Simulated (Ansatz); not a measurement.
# SeOF2: one species, many methods

How much do the methods differ for SeOF2? The plan is to run it at one geometry with functionals of several rungs and with coupled cluster, and see how far each lands from CCSD(T) at the basis-set limit for the atomisation energy.

The runs use Ansatz 0.2.0, Gaussian basis; functionals in def2-TZVPP, the program's frozen cores in correlated methods.

Plan: LDA (SPW92), PBE-D4, revPBE-D4, BLYP-D4, r2SCAN-D4, B97M-V, PBE0-D4, B3LYP-D4, r2SCANh-D4, r2SCAN0-D4, HSE06-D4, BHLYP-D4, CAM-B3LYP-D4, LC-ωPBE, ωB97X-V, ωB97M-V, B2PLYP, PBE-QIDH; CCSD(T)/def2-SVP; CCSD(T)/def2-TZVPP; CCSD(T)/def2-QZVPP; extrapolation to the limit; RPA on PBE.

### 1 Structure used throughout

All runs share one geometry, relaxed beforehand with PBE0-D4 in a triple-zeta def2 set.

SMILES `O=[Se](F)F`, 4 atoms, charge 0, spin multiplicity 1.

Atoms are counted from 1 here; the program's logs count them from 0.

Bond lengths: O1–Se2 1.575 Å, Se2–F3 1.733 Å, Se2–F4 1.733 Å. Angles: O1–Se2–F3 104.5°, O1–Se2–F4 104.5°, F3–Se2–F4 92.1°.

### 2 LDA

This LDA is Slater exchange with PW92 correlation.

File in.yaml:

```yaml
crystal:
  periodic: [false, false, false]
  atoms:
    - {symbol: O, position_ang: [-0.403296, 0.470891, 1.373402]}
    - {symbol: Se, position_ang: [-0.554570, 0.118377, -0.154240]}
    - {symbol: F, position_ang: [0.146518, -1.459080, -0.307862]}
    - {symbol: F, position_ang: [0.811348, 0.869812, -0.911291]}
basis:
  gaussian: {orbitals: def2-TZVPP}
hamiltonian: {xc: lda}
output: {orbitals: {seedname: orbitals}}
```

The run is started by

```console
$ ansatz run in.yaml --threads 2 --pin off --events-out ev --progress --plain --max-ram 22528MiB --backend cpu
```

Further steps of the session: PBE-D4 (GGA); revPBE-D4 (GGA); BLYP-D4 (GGA); r2SCAN-D4 (meta-GGA); B97M-V (meta-GGA); PBE0-D4 (hybrid); B3LYP-D4 (hybrid); r2SCANh-D4 (hybrid); r2SCAN0-D4 (hybrid); HSE06-D4 (hybrid); BHLYP-D4 (hybrid); CAM-B3LYP-D4 (range-separated); LC-ωPBE (range-separated); ωB97X-V (range-separated); ωB97M-V (range-separated); B2PLYP (double hybrid); PBE-QIDH (double hybrid); CCSD(T) in def2-SVP; CCSD(T) in def2-TZVPP; CCSD(T) in def2-QZVPP; RPA on PBE orbitals.

**Question.** What will the summary of the whole plan be? Wanted: atomisation energy, CCSD(T)/CBS; farthest beyond LDA; mean size of error, GGA; mean size of error, meta-GGA; mean size of error, hybrid; mean size of error, range-separated; mean size of error, double hybrid; gap, smallest and largest; T1 diagnostic.

**Answer**, as computed:

```
                               quantity                                      value
        atomisation energy, CCSD(T)/CBS                              1154.7 kJ/mol
 functionals within 11.5 kJ/mol (1.0 %)                      CAM-B3LYP-D4, ωB97X-V
                    farthest beyond LDA                   BHLYP-D4 (-179.6 kJ/mol)
                mean size of error, GGA                                79.8 kJ/mol
           mean size of error, meta-GGA                                24.5 kJ/mol
             mean size of error, hybrid                                56.3 kJ/mol
    mean size of error, range-separated                                 9.1 kJ/mol
      mean size of error, double hybrid                                33.5 kJ/mol
              gap, smallest and largest  5.07 eV (LDA (SPW92)), 12.59 eV (LC-ωPBE)
                          T1 diagnostic                                     0.0177
triples share of the correlation energy                                      3.8 %
```

LDA overbinds by 398.6 kJ/mol (35 %). PBE-D4 is off by +122.6 kJ/mol. Double hybrids carry the basis error of their MP2 part in triple zeta, and no dispersion term here, so their miss is partly the set-up's. Taken by rung, range-separated functionals do best (9.1 kJ/mol on average) and GGA ones worst beyond LDA (79.8 kJ/mol). RPA and LDA stand outside this count. Misses under about 11.5 kJ/mol are within the doubt on the reference itself, which lacks core-valence correlation, relativity and higher excitations, and its outer-core shells are covered unevenly. All levels share the lack of spin-orbit coupling, which lowers the free heavy atoms and so the true binding. Hartree-Fock recovers 40 % of the binding; the rest is correlation. CCSD(T) in def2-SVP is off by -211.9 kJ/mol, which most functionals beat. Orbital gaps span 5.1 to 12.6 eV; exact exchange widens them. Correlated methods include outer-core shells of Se, which these sets cover unevenly.
